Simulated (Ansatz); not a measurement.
**WClOF3 (SMILES [O]=[W]([F])([F])([F])[Cl]) at 4 levels**

Aim: a comparison of 4 runs (HF/def2-SVP, PBE0/def2-SVP, r2SCAN/def2-SVP, CCSD(T)/def2-SVP) of WClOF3. 

The calculation is run with Ansatz 0.2.0.

8 further runs of the same task are left out: 1 for a known fault of the program, 4 that didn't finish, 3 set aside as unsound or not needed.

## Step 1: The molecule

The species is WClOF3 (6 atoms), meant as a singlet with charge 0. SMILES: `[O]=[W]([F])([F])([F])[Cl]`. The shape is that of a PBE0-D4/def2-TZVP optimisation.

Bond lengths: O1–W2 1.670 Å, W2–F3 1.851 Å, W2–F4 1.851 Å, W2–F5 1.852 Å, W2–Cl6 2.271 Å. Angles: O1–W2–F3 103.0°, O1–W2–F4 103.0°, O1–W2–F5 107.8°, O1–W2–Cl6 106.1°, F3–W2–F4 153.9°, F3–W2–F5 84.8°, F3–W2–Cl6 87.7°, F4–W2–F5 84.8°, F4–W2–Cl6 87.7°, F5–W2–Cl6 146.1°.

## Step 2: Energy and gradient at HF/def2-SVP (core potential) (run 1)

job.yaml reads:

```yaml
crystal:
  periodic: [false, false, false]
  atoms:
    - {symbol: O, position_ang: [-0.310300, -1.609200, 0.574400]}
    - {symbol: W, position_ang: [0.026800, -0.087600, -0.025500]}
    - {symbol: F, position_ang: [1.563800, 0.388200, 0.888900]}
    - {symbol: F, position_ang: [-1.292900, 0.158600, -1.299200]}
    - {symbol: F, position_ang: [1.156400, -0.289700, -1.479000]}
    - {symbol: Cl, position_ang: [-1.101600, 1.375800, 1.294100]}
basis:
  gaussian:
    orbitals: def2-SVP
hamiltonian:
  xc: hf
accuracy: high
output: {forces: true, orbitals: {seedname: orbitals}}
```

The run is started by

```
$ ansatz run job.yaml --threads 1 --pin off --max-ram 2610MiB --events-out events.jsonl --progress --plain --runs-dir runs
```

Log:

```text
Warning: RAYON_NUM_THREADS=1 ignored (pool sized by the plan → 1); use --threads N
Functional definition: HF
  name "HF"
  exchange = exact_x
  correlation = 0
2257 factors; integrals over basis functions are off by at most 1.2e-8 eV
mean field evaluation 1: about -24445.6794 eV, gradient 7.7e1 eV
mean field evaluation 2: about -24445.8672 eV, gradient 7.8e1 eV
mean field evaluation 4: about -24457.0596 eV, gradient 1.3e1 eV
mean field evaluation 8: about -24457.4036 eV, gradient 8.9e-1 eV
mean field evaluation 16: about -24457.4063 eV, gradient 1.2e-6 eV
mean field -24457.40634600 eV, -898.7931053899 hartree, gradient 2.2e-8 eV, S^2 0.000000; 0 other end points of the search recorded, 0 dependent functions left out
the calculation of the forces begins
reference -24457.40634600 eV, -898.7931053899 hartree; 33, 33 occupied and 73, 73 virtual orbitals, 2257 factors
Total energy: -24457.40634600 eV, -898.7931053899 hartree
Atom 0 at    -0.310300    -1.609200     0.574400 Å, force     0.525839     2.393635    -0.938587 eV/Å
Atom 1 at     0.026800    -0.087600    -0.025500 Å, force    -0.248909    -2.753192     0.619583 eV/Å
Atom 2 at     1.563800     0.388200     0.888900 Å, force    -0.185344    -0.029130    -0.144766 eV/Å
Atom 3 at    -1.292900     0.158600    -1.299200 Å, force     0.187349     0.000932     0.140219 eV/Å
Atom 4 at     1.156400    -0.289700    -1.479000 Å, force    -0.103126     0.093811     0.124664 eV/Å
Atom 5 at    -1.101600     1.375800     1.294100 Å, force    -0.175808     0.293945     0.198887 eV/Å
Dipole moment:    -0.064931     0.156133     0.068088 e Å
```

Run time: 26 s. Hardware: 1 thread of Intel Xeon at 2.50GHz (Skylake/Cascade Lake), shared host; peak memory 0.38 GiB.

## Step 3: Energy and gradient at PBE0/def2-SVP (core potential) (run 2)

in.yaml reads:

```yaml
crystal:
  periodic: [false, false, false]
  atoms:
    - symbol: O
      position_ang: [-0.310300, -1.609200, 0.574400]
    - symbol: W
      position_ang: [0.026800, -0.087600, -0.025500]
    - symbol: F
      position_ang: [1.563800, 0.388200, 0.888900]
    - symbol: F
      position_ang: [-1.292900, 0.158600, -1.299200]
    - symbol: F
      position_ang: [1.156400, -0.289700, -1.479000]
    - symbol: Cl
      position_ang: [-1.101600, 1.375800, 1.294100]
basis:
  gaussian: {orbitals: def2-SVP}
hamiltonian: {xc: pbe0}
accuracy: high
output: {forces: true, orbitals: {seedname: orbitals}}
```

The run is started by

```
$ ansatz run in.yaml --threads 1 --pin off --max-ram 2610MiB --events-out events.jsonl --progress --plain --runs-dir runs
```

Log, shortened:

```text
Warning: RAYON_NUM_THREADS=1 ignored (pool sized by the plan → 1); use --threads N
Functional definition: PBE0
  name "PBE0"
[...]
2257 factors; integrals over basis functions are off by at most 1.2e-8 eV
[...]
mean field -24526.40750149 eV, -901.3288510838 hartree, gradient 4.0e-8 eV, S^2 0.000000; 0 other end points of the search recorded, 0 dependent functions left out
[...]
reference -24526.40750549 eV, -901.3288512308 hartree; 33, 33 occupied and 73, 73 virtual orbitals, 2257 factors
Total energy: -24526.40750549 eV, -901.3288512308 hartree
Atom 0 at    -0.310300    -1.609200     0.574400 Å, force    -0.016167    -0.038518     0.024547 eV/Å
Atom 1 at     0.026800    -0.087600    -0.025500 Å, force    -0.038848    -0.154307     0.072276 eV/Å
Atom 2 at     1.563800     0.388200     0.888900 Å, force     0.168549     0.047044     0.091568 eV/Å
Atom 3 at    -1.292900     0.158600    -1.299200 Å, force    -0.137947     0.022574    -0.143670 eV/Å
Atom 4 at     1.156400    -0.289700    -1.479000 Å, force     0.142327    -0.020798    -0.183736 eV/Å
Atom 5 at    -1.101600     1.375800     1.294100 Å, force    -0.117914     0.144004     0.139015 eV/Å
Dipole moment:    -0.040922     0.124246     0.040137 e Å
```

It took 49 s on 1 thread of Intel Xeon at 2.50GHz (Skylake/Cascade Lake), shared host; peak memory 0.44 GiB.

Run 3 isn't shown in full; the table further down has it.

## Step 4: A single-point energy at CCSD(T)/def2-SVP (core potential) (run 4)

in.yaml reads:

```yaml
crystal:
  periodic: [false, false, false]
  atoms:
    - {symbol: O, position_ang: [-0.310300, -1.609200, 0.574400]}
    - {symbol: W, position_ang: [0.026800, -0.087600, -0.025500]}
    - {symbol: F, position_ang: [1.563800, 0.388200, 0.888900]}
    - {symbol: F, position_ang: [-1.292900, 0.158600, -1.299200]}
    - {symbol: F, position_ang: [1.156400, -0.289700, -1.479000]}
    - {symbol: Cl, position_ang: [-1.101600, 1.375800, 1.294100]}
basis:
  gaussian: {orbitals: def2-SVP}
correlation: {method: ccsd_t}
accuracy: high
output: {orbitals: {seedname: orbitals}}
```

The run is started by

```
$ ansatz run in.yaml --threads 1 --pin off --max-ram 2610MiB --events-out events.jsonl --progress --plain --runs-dir runs
```

Log, shortened:

```text
Warning: RAYON_NUM_THREADS=1 ignored (pool sized by the plan → 1); use --threads N
[... 2 set-up lines as earlier in the session ...]
[...]
2257 factors; integrals over basis functions are off by at most 1.2e-8 eV
[...]
mean field -24457.40634600 eV, -898.7931053899 hartree, gradient 2.2e-8 eV, S^2 0.000000; 0 other end points of the search recorded, 0 dependent functions left out
9 core orbitals not correlated: weight in the atoms' cores, before any rotation towards them, 1.000 or more for the frozen orbitals, at most 0.000 for the correlated occupied ones
reference -24457.40634600 eV, -898.7931053899 hartree; 24, 24 occupied and 73, 73 virtual orbitals, 2257 factors
second order -34.61367040 eV of doubles, -0.00000000 eV of singles
cycle   1  -31.51329966 eV  change     3.1e0 eV  update   2.8e-1
[...]
cycle  24  -33.36469783 eV  change   1.3e-10 eV  update   5.5e-9
perturbative correction -1.27934452 eV, -0.0470150439 hartree
Total energy: -24492.05038835 eV, -900.0662504638 hartree
```

Wall time 3.2 min (1 thread of Intel Xeon at 2.50GHz (Skylake/Cascade Lake), shared host); peak memory 0.96 GiB.

## Step 5: All runs side by side

| run | level | task | frozen core orbitals | energy (Eh) | dipole moment (D) | HOMO energy (eV) | LUMO energy (eV) | wall time |
| --- | --- | --- | --- | --- | --- | --- | --- | --- |
| 1 | HF/def2-SVP (core potential) | gradient | – | -898.793105 | 0.88 | -13.93 | -1.03 | 26 s |
| 2 | PBE0/def2-SVP (core potential) | gradient | – | -901.328851 | 0.66 | -10.28 | -4.39 | 49 s |
| 3 | r2SCAN/def2-SVP (core potential) | gradient | – | -901.726849 | 0.58 | -9.18 | -5.09 | 58 s |
| 4 | CCSD(T)/def2-SVP (core potential) | energy | 9 | -900.066250 | – | -13.93 | -1.03 | 3.2 min |

## Step 6: What came out

```
                                          quantity          value
                               run 4: total energy  -900.06625 Eh
        run 4: HOMO energy (Hartree–Fock orbitals)      -13.93 eV
        run 4: LUMO energy (Hartree–Fock orbitals)       -1.03 eV
      run 4: HOMO–LUMO gap (Hartree–Fock orbitals)       12.90 eV
run 4: correlation energy (9 core orbitals frozen)    -1273.1 mEh
                             run 4: (T) correction     -47.02 mEh
                              run 4: T1 diagnostic          0.021
```

What this shows: Over runs 1, 2, 3 the dipole moment (its size) runs from 0.58 D (r2SCAN/def2-SVP) to 0.88 D (HF/def2-SVP). Over runs 1, 2, 3 the HOMO–LUMO gap runs from 4.09 eV (r2SCAN/def2-SVP) to 12.90 eV (HF/def2-SVP). Exact exchange widens orbital gaps. Totals of different functionals can't be ranked against each other. All runs together took 5.4 min, the longest 3.2 min.
